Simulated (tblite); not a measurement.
# C6H12F2OSi: the cost of one run

Computed with tblite 0.8.0 and PySCF 2.14.0, with density-fitted response routines of our own, on a single molecule in the gas phase. Atoms are numbered from 0 throughout.

## 1. Starting geometry

22 atoms, charge 0, multiplicity 1; geometry from: force field or distance geometry start.

Bonds of the start (Å): C0–O1 1.37, O1–C2 1.39, C2–C3 1.52, C2–C4 1.46, C4–C5 1.33, C5–C6 1.51, C5–F7 1.35, C2–Si8 1.89, Si8–F9 1.69, C0–H10 1.14, C0–H11 1.08, C0–H12 1.12, C3–H13 1.12, C3–H14 1.08, C3–H15 1.10, C4–H16 1.09, C6–H17 1.12, C6–H18 1.12, C6–H19 1.11, Si8–H20 1.45, Si8–H21 1.47.

## 2. Geometry optimisation with GFN2-xTB

What the job is given:

```
{"job": {"kind": "relax", "xc": "GFN2-xTB", "basis": "xTB"}, "charge": 0, "multiplicity": 1}
C     -1.892700    -1.691100    -0.130300
O     -1.649800    -0.594500     0.648500
C     -0.654000     0.261100     0.207400
C     -0.953900     0.880700    -1.151400
C      0.688400    -0.293300     0.374900
C      1.691100    -0.095000    -0.482700
C      3.005900    -0.748400    -0.137200
F      1.534500     0.664900    -1.582700
Si    -0.728000     1.724700     1.402000
F     -1.798700     2.853700     0.743000
H     -2.719200    -2.277500     0.382000
H     -1.063100    -2.356300    -0.342400
H     -2.407400    -1.310300    -1.054700
H     -2.054800     1.077000    -1.169000
H     -0.764400     0.233000    -1.992800
H     -0.469500     1.869800    -1.204700
H      0.879000    -0.908700     1.254600
H      3.075200    -1.790000    -0.529500
H      3.149400    -0.814800     0.976000
H      3.884400    -0.179800    -0.506100
H      0.589600     2.277700     1.654900
H     -1.352500     1.236600     2.639400
```

Command:

```
$ OMP_NUM_THREADS=1 python probes_run.py task.json out
```

The driver reads the jobs from task.json and runs them one after another.

**Question.** How long does this first job take on 1 thread of Intel Xeon at 2.50GHz, shared host, and how much memory does it need?

About 5.5 s, with a peak of 0.18 GiB.
